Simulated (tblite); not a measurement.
# C6H16N2: the cost of one run

Programs: tblite 0.8.0 and PySCF 2.14.0, with density-fitted response routines of our own. Each step states its level of theory. These are calculated values for one molecule, in the gas phase or a continuum, unless marked as measured. Atoms count from 0, in the outputs and in this text.

## 1. Starting geometry

24 atoms, charge 0, multiplicity 1; geometry from: force field or distance geometry start.

Bonds of the start (Å): C0–C1 1.50, C1–C2 1.51, C2–N3 1.42, N3–N4 1.35, N4–C5 1.42, N4–C6 1.46, C6–C7 1.50, C0–H8 1.12, C0–H9 1.10, C0–H10 1.13, C1–H11 1.13, C1–H12 1.10, C2–H13 1.13, C2–H14 1.07, N3–H15 1.08, C5–H16 1.11, C5–H17 1.10, C5–H18 1.11, C6–H19 1.10, C6–H20 1.13, C7–H21 1.12, C7–H22 1.11, C7–H23 1.11.

## 2. Optimising the geometry with GFN2-xTB

The job: settings as JSON, then the geometry in Å.

```
{"job": {"kind": "relax", "xc": "GFN2-xTB", "basis": "xTB"}, "charge": 0, "multiplicity": 1}
C      2.481400     1.178300    -0.471300
C      2.476400    -0.072400     0.356400
C      1.230000    -0.910100     0.170800
N      0.112200    -0.107100     0.534700
N     -1.136700    -0.611000     0.472400
C     -1.367400    -1.926700    -0.008900
C     -2.145100     0.244500    -0.142200
C     -2.025500     1.684100     0.275700
H      3.023500     1.987200     0.086800
H      2.964700     1.041200    -1.448700
H      1.436100     1.539600    -0.688500
H      2.586600     0.257500     1.433500
H      3.334700    -0.695700     0.053800
H      1.171000    -1.046800    -0.952600
H      1.373000    -1.849700     0.658900
H      0.268200     0.272800     1.534000
H     -2.430500    -2.172600     0.198900
H     -0.795200    -2.729800     0.489700
H     -1.279700    -1.954200    -1.118600
H     -2.132700     0.099900    -1.237500
H     -3.128500    -0.188000     0.219600
H     -2.489600     2.284800    -0.548300
H     -0.943200     1.903400     0.413100
H     -2.595600     1.790500     1.226300
```

Launch:

```bash
OMP_NUM_THREADS=1 python probes_run.py task.json out
```

This one command runs all jobs of the session in turn.

Q: Estimate the wall time and peak memory of this first job on 1 thread of Arm Neoverse V2, shared host.

About 1.1 s, with a peak of 0.18 GiB.
